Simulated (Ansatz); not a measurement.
## NaAg3, space group I4/mmm: a charge-density difference against the sublattices

Computed with Ansatz's Python interface.

The script, `drho.py`:
```python
# -*- coding: utf-8 -*-
'''Density difference of NaAg3 against its sublattices.'''

import warnings

import ansatz as az
import numpy as np

VECTORS = np.array([
    [-2.120956, 2.120956, 4.297381],
    [2.120956, -2.120956, 4.297381],
    [2.120956, 2.120956, -4.297381],
])
SITES = [
    ('Na', (0.0, 0.0, 0.0)),
    ('Ag', (0.75, 0.25, 0.5)),
    ('Ag', (0.25, 0.75, 0.5)),
    ('Ag', (0.5, 0.5, 0.0)),
]


def make_crystal(cell):
    crystal = az.Crystal(lattice=az.Lattice.of(cell))
    for symbol, position in SITES:
        crystal = crystal.atom(symbol, position)
    return crystal

warnings.simplefilter('ignore', az.DeckWarning)

# one cutoff and one grid for all runs, so that the fields can be subtracted
def solve(crystal):
    return (
        crystal.calculation()
        .functional('lda')
        .occupations('gaussian')
        .basis(460, grid_basis='typed')
        .kpoints(8, 8, 8)
        .density()
        .run(threads=1)
    )


whole = solve(make_crystal(VECTORS))
difference = whole.density().channels[0].density_e_per_ang3.copy()
binding = whole.report['free_energy_ev']
for element in ['Na', 'Ag']:
    part = az.Crystal(lattice=az.Lattice.of(VECTORS))
    for symbol, position in SITES:
        if symbol == element:
            part = part.atom(symbol, position)
    alone = solve(part)
    difference -= alone.density().channels[0].density_e_per_ang3
    binding -= alone.report['free_energy_ev']
    print(f'{element} sublattice: {alone.report["n_electrons"]:g} electrons, {alone.report["n_iterations"]} iterations')

voxel = abs(np.linalg.det(VECTORS)) / difference.size
print(f'energy of the crystal less its unpolarised sublattices: {binding / len(SITES):.4f} eV/atom')
print(f'net charge of the difference {difference.sum() * voxel:.5f} e, charge rearranged {0.5 * np.abs(difference).sum() * voxel:.3f} e')
print(f'extremes {difference.min():.4f} and {difference.max():.4f} e/A^3')
for (symbol, position) in SITES:
    index = tuple(int(round(p * n)) % n for p, n in zip(position, difference.shape))
    print(f'  change of the pseudo-density at the grid point nearest {symbol}: {difference[index]:+.4f} e/A^3')
profile = difference.mean(axis=(0, 1))
print('planar mean along the third vector:', np.round(profile[:: max(len(profile) // 12, 1)], 4))
```

```console
$ python drho.py
Na sublattice: 9 electrons, 7 iterations
Ag sublattice: 57 electrons, 8 iterations
energy of the crystal less its unpolarised sublattices: -0.5344 eV/atom
net charge of the difference -0.00000 e, charge rearranged 0.222 e
extremes -0.0434 and 0.0153 e/A^3
  change of the pseudo-density at the grid point nearest Na: +0.0029 e/A^3
  change of the pseudo-density at the grid point nearest Ag: -0.0027 e/A^3
  change of the pseudo-density at the grid point nearest Ag: -0.0027 e/A^3
  change of the pseudo-density at the grid point nearest Ag: -0.0083 e/A^3
planar mean along the third vector: [-0.0013 -0.0011 -0.0005  0.0004  0.001   0.0005  0.0003  0.0003  0.0004
  0.0009  0.0007 -0.0002 -0.0009 -0.0013]
```

What to keep in mind:
- For a metal this k-point mesh is coarse: on a finer one energies can move by several to tens of meV an atom and pressures by half a GPa or more, differences at one mesh by less.
- The fields are valence quantities on the plane-wave grid; their values near the nuclei depend on the potentials.
- This cell is a computed structure, which may not be the phase found in nature.
- Charge moved counts every rearrangement, bonding and polarisation too, and is no transfer between atoms; the bare sublattices are artificial references. Values near the nuclei depend on the potentials.
- It ran for 16 s on 1 thread of Arm Neoverse V1 (shared host), peak memory 0.47 GiB.
